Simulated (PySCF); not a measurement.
# CH6FNSi2: fields and orbitals

For CH6FNSi2, the scripts below measure its response to a uniform field, analyse its density (charges, bond critical points, surface potential) and localise its valence orbitals.

Computed with PySCF 2.14.0. Level: levels as typed in each script, gas phase, geometry from GFN2-xTB.

## (1) The system as given

SMILES `F[SiH]1NC[SiH2]1`, 11 atoms, charge 0, spin multiplicity 1.

Bond lengths: F1–Si2 1.622 Å, Si2–N3 1.713 Å, Si2–Si5 2.309 Å, Si2–H6 1.459 Å, N3–C4 1.461 Å, N3–H7 1.007 Å, C4–Si5 1.931 Å, C4–H8 1.094 Å, C4–H9 1.095 Å, Si5–H10 1.467 Å, Si5–H11 1.467 Å. Angles: F1–Si2–N3 110.8°, F1–Si2–Si5 121.1°, F1–Si2–H6 100.1°, N3–Si2–Si5 77.4°, N3–Si2–H6 116.7°, Si5–Si2–H6 129.1°, Si2–N3–C4 110.0°, Si2–N3–H7 131.2°, C4–N3–H7 117.7°, N3–C4–Si5 96.9°, N3–C4–H8 110.8°, N3–C4–H9 111.5°, Si5–C4–H8 115.9°, Si5–C4–H9 114.5°, H8–C4–H9 107.1°, Si2–Si5–C4 75.2°, Si2–Si5–H10 120.3°, Si2–Si5–H11 123.8° and more.

Coordinates:

```mol
CH6FNSi2
  3D, bonds by distance, orders not assigned

 11 11  0  0  0  0  0  0  0  0999 V2000
   -2.1113    0.3657   -0.5779 F   0  0
   -0.8718    0.0972    0.4331 Si  0  0
   -0.0175   -1.3193   -0.0131 N   0  0
    1.3980   -1.0099   -0.2043 C   0  0
    1.2405    0.9069   -0.0300 Si  0  0
   -1.5834    0.0596    1.7063 H   0  0
   -0.2859   -2.2896    0.0053 H   0  0
    1.7466   -1.3736   -1.1750 H   0  0
    2.0203   -1.4865    0.5607 H   0  0
    2.0834    1.4326    1.0491 H   0  0
    1.5930    1.6033   -1.2716 H   0  0
  1  2  8  0
  2  3  8  0
  3  4  8  0
  4  5  8  0
  2  6  8  0
  3  7  8  0
  4  8  8  0
  4  9  8  0
  5 10  8  0
  5 11  8  0
  2  5  8  0
M  END
```

## (2) Response to an electric field (wB97X/aug-cc-pvdz)

Input file input.py:

```python
import numpy as np
from pyscf import gto, scf, dft
from pyscf.scf import atom_ks, atom_hf
from scipy.linalg import block_diag

def solve(mol, dm0=None, hcore=None):
    mf = (dft.UKS if mol.spin else dft.RKS)(mol, xc='wb97x')
    mf.grids.level = 3
    mf = mf.density_fit(auxbasis='def2-universal-jkfit')
    mf.conv_tol, mf.max_cycle = 1e-8, 80
    if hcore is not None:
        mf.get_hcore = lambda *args: hcore
    mf.kernel(dm0)
    if not mf.converged:
        mf = mf.newton().run(mf.mo_coeff, mf.mo_occ, max_cycle=30)
    assert mf.converged, 'SCF not converged'
    return mf

mol = gto.M(atom='''
F     -2.11131     0.36573    -0.57794
Si    -0.87177     0.09720     0.43314
N     -0.01746    -1.31931    -0.01312
C      1.39804    -1.00986    -0.20431
Si     1.24047     0.90687    -0.02997
H     -1.58342     0.05962     1.70627
H     -0.28589    -2.28964     0.00532
H      1.74660    -1.37364    -1.17505
H      2.02034    -1.48645     0.56069
H      2.08337     1.43258     1.04911
H      1.59301     1.60329    -1.27159
''', basis='aug-cc-pvdz', charge=0, spin=0, verbose=4)
field = np.array([-0.0, -0.005, -0.0])  # atomic units
mol.set_common_orig(mol.atom_charges() @ mol.atom_coords() / mol.atom_charges().sum())
mf = solve(mol)
out = dict(dm0=mf.make_rdm1(), d0=mf.dip_moment(unit='AU'), e0=mf.e_tot)
for name, sign in (('p', 1), ('m', -1)):
    h = mf.get_hcore() + sign * np.einsum('x,xij->ij', field, mol.intor('int1e_r'))
    mi = solve(mol, mf.make_rdm1(), h)
    out.update({'dm' + name: mi.make_rdm1(), 'd' + name: mi.dip_moment(unit='AU'), 'e' + name: mi.e_tot})
# spherically averaged free atoms, for the promolecule
atm = atom_ks.get_atm_nrks(mol, xc='wb97x')
pro = block_diag(*[(atm[a[0]][2] * atm[a[0]][3]) @ atm[a[0]][2].T for a in mol._atom])
np.savez('result.npz', pro=pro, **out)
```

On the command line:

```sh
$ OMP_NUM_THREADS=1 python input.py
```

## (4) Density, bond paths and surface potential (BP86/def2-tzvp)

Input file input.py:

```python
import numpy as np
from pyscf import gto, scf, dft
from pyscf.scf import atom_ks, atom_hf
from scipy.linalg import block_diag

def solve(mol, dm0=None, hcore=None):
    mf = (dft.UKS if mol.spin else dft.RKS)(mol, xc='bp86')
    mf.grids.level = 3
    mf = mf.density_fit(auxbasis='def2-universal-jkfit')
    mf.conv_tol, mf.max_cycle = 1e-8, 80
    if hcore is not None:
        mf.get_hcore = lambda *args: hcore
    mf.kernel(dm0)
    if not mf.converged:
        mf = mf.newton().run(mf.mo_coeff, mf.mo_occ, max_cycle=30)
    assert mf.converged, 'SCF not converged'
    return mf

mol = gto.M(atom='''
F     -2.11131     0.36573    -0.57794
Si    -0.87177     0.09720     0.43314
N     -0.01746    -1.31931    -0.01312
C      1.39804    -1.00986    -0.20431
Si     1.24047     0.90687    -0.02997
H     -1.58342     0.05962     1.70627
H     -0.28589    -2.28964     0.00532
H      1.74660    -1.37364    -1.17505
H      2.02034    -1.48645     0.56069
H      2.08337     1.43258     1.04911
H      1.59301     1.60329    -1.27159
''', basis='def2-tzvp', charge=0, spin=0, verbose=4)
mf = solve(mol)
mf.analyze()
# spherically averaged free atoms, for the promolecule
atm = atom_ks.get_atm_nrks(mol, xc='bp86')
pro = block_diag(*[(atm[a[0]][2] * atm[a[0]][3]) @ atm[a[0]][2].T for a in mol._atom])
np.savez('result.npz', e=mf.e_tot, c=mf.mo_coeff, occ=mf.mo_occ, eps=mf.mo_energy, pro=pro, dip=mf.dip_moment(verbose=0), s2=mf.spin_square()[0])
```

## (6) Localised orbitals (M06-2X/def2-svpd)

Input file input.py:

```python
import numpy as np
from pyscf import gto, scf, dft, lo
from pyscf.data.elements import chemcore

def solve(mol, dm0=None, hcore=None):
    mf = (dft.UKS if mol.spin else dft.RKS)(mol, xc='m062x')
    mf.grids.level = 3
    mf = mf.density_fit(auxbasis='def2-universal-jkfit')
    mf.conv_tol, mf.max_cycle = 1e-8, 80
    if hcore is not None:
        mf.get_hcore = lambda *args: hcore
    mf.kernel(dm0)
    if not mf.converged:
        mf = mf.newton().run(mf.mo_coeff, mf.mo_occ, max_cycle=30)
    assert mf.converged, 'SCF not converged'
    return mf

mol = gto.M(atom='''
F     -2.11131     0.36573    -0.57794
Si    -0.87177     0.09720     0.43314
N     -0.01746    -1.31931    -0.01312
C      1.39804    -1.00986    -0.20431
Si     1.24047     0.90687    -0.02997
H     -1.58342     0.05962     1.70627
H     -0.28589    -2.28964     0.00532
H      1.74660    -1.37364    -1.17505
H      2.02034    -1.48645     0.56069
H      2.08337     1.43258     1.04911
H      1.59301     1.60329    -1.27159
''', basis='def2-svpd', charge=0, spin=0, verbose=4)
mf = solve(mol)
occ_all = mf.mo_coeff[:, mf.mo_occ > 0]
occ = occ_all[:, chemcore(mol):]
pm = lo.PM(mol, occ, pop_method='meta_lowdin')
loc = pm.kernel()
for _ in range(5):
    new, stable = pm.stability_jacobi(return_status=True)
    if stable:
        break
    loc = pm.kernel(new)
fock, s = mf.get_fock(), mf.get_ovlp()
ortho = lo.orth_ao(mol, 'meta_lowdin')
labels = mol.ao_labels(fmt=None)
vir = loc[:, :0]
both = np.hstack([loc, vir])
p = (ortho.T @ s @ both) ** 2
pop = np.array([p[[l[0] == a for l in labels]].sum(0) for a in range(mol.natm)])
spd = np.array([[p[[l[0] == a and l[2][-1] == k for l in labels]].sum(0) for k in 'spd'] for a in range(mol.natm)])
eps = np.einsum('pi,pq,qi->i', both, fock, both)
for i in np.argsort(eps):
    top = np.argsort(-pop[:, i])[:3]
    print('%3d %s %9.4f Eh ' % (i + 1, 'occ' if i < loc.shape[1] else 'vir', eps[i]), '  '.join('%s%d %.3f' % (mol.atom_symbol(a), a + 1, pop[a, i]) for a in top))
np.savez('result.npz', c=both, nocc=loc.shape[1], pop=pop, spd=spd, eps=eps, e=mf.e_tot)
```

(Steps that only read results are left out.)

Q: Predict the outcome of this session. Wanted: polarisability along the field; dipole moment; HOMO, LUMO.

**Answer**, as computed:

```
                                                   quantity            value
         polarisability along the field (wB97X/aug-cc-pvdz)       73.0 bohr³
                             dipole moment (BP86/def2-tzvp)           2.00 D
                                HOMO, LUMO (BP86/def2-tzvp)  -5.94, -1.20 eV
localised occupied orbitals above −45 eV (M06-2X/def2-svpd)               15
```

In words: At BP86/def2-tzvp: The highest Hirshfeld charge is on Si2 (+0.33 e), the lowest on N3 (−0.22 e). All values hold at the given geometry, in the gas phase.
